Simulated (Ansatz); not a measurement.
# CoO: the cost of one run

Method: DFT PBE+U (U_eff = 1.3 eV on Co 3d) with spin–orbit coupling, plane waves, PAW, in Ansatz 0.2.0.

5 further runs of the same task are left out: 4 that didn't finish, 1 set aside as unsound or not needed.

### Step 1. The structure to begin with

The structure is tetragonal, space group I4/mmm (No. 139). The conventional cell has a = 3.016 Å, b = 3.016 Å, c = 4.215 Å, α = 90.00°, β = 90.00°, γ = 90.00°. Co (site symmetry 4/mmm) is surrounded by 6 O at 2.11 to 2.13 Å. O (site symmetry 4/mmm) is surrounded by 6 Co at 2.11 to 2.13 Å.

Structure file:

```cif
data_structure
_symmetry_space_group_name_H-M 'P 1'
_symmetry_Int_Tables_number 1
_cell_length_a 2.9981
_cell_length_b 2.9981
_cell_length_c 2.9981
_cell_angle_alpha 119.605
_cell_angle_beta 119.605
_cell_angle_gamma 90.686
_cell_volume 19.17
loop_
_atom_site_label
_atom_site_type_symbol
_atom_site_fract_x
_atom_site_fract_y
_atom_site_fract_z
_atom_site_occupancy
Co1 Co 0.00000 0.00000 0.00000 1
O1 O 0.50000 0.50000 0.00000 1
```

The cell is the deposited one, not relaxed. An earlier run on this cell at PBE+U (U_eff = 1.3 eV on Co 3d), without spin–orbit coupling gave 7.16 GPa at 9.584 Å³/atom (14×14×14 mesh), a metal on this mesh, moments in the atoms' spheres Co 2.55; O 0.29 μB. The cell is compressed at this level.

### Step 2. Spin-orbit coupling, moments along [0, 0, 1]

Contents of input.yaml:

```yaml
crystal:
  lattice:
    - [-1.5080004431, 1.5080004431, 2.1072503604]
    - [1.5080004431, -1.5080004431, 2.1072503604]
    - [1.5080004431, 1.5080004431, -2.1072503604]
  atoms:
    - { symbol: Co, position: [0.0, 0.0, 0.0], spin: 2.81, spin_axis: [0.0, 0.0, 1.0] }
    - { symbol: O, position: [0.5, 0.5, 0.0] }
basis:
  ecutwfc: 420
  ecutrho_ratio: 4
kpoints:
  mp_grid: { grid: [14, 14, 14] }
hamiltonian:
  xc: pbe
  hubbard: { sites: [{ species: Co, l: d, u_eff: 1.3 }] }
scf:
  occupations: { method: gaussian, width: 0.05 }
  lower_state_search: "off"
  convergence: { dr2_threshold: 1.0e-09 }
output:
  forces: true
  stress: true
  eigenvalues: true
  populations: true
  hubbard: { sites: [{ species: Co, l: d }] }
magnetization:
  noncollinear: true
  spin_orbit: true
checkpoint:
  read: start.run
  write: ck
  compress: false
  write_wavefunctions: false
  write_every: 100000
```

start.run is the folder with the converged state of an earlier run on this cell.

On the command line:

```console
ansatz run input.yaml --threads 4 --pin off --max-ram 9216MiB --backend cpu --events-out ev --progress --plain --runs-dir out
```

**Question.** How long does this run take on 4 threads of Arm Neoverse V1, shared host, and how much memory does it need?

About 37 s, with a peak of 0.82 GiB.
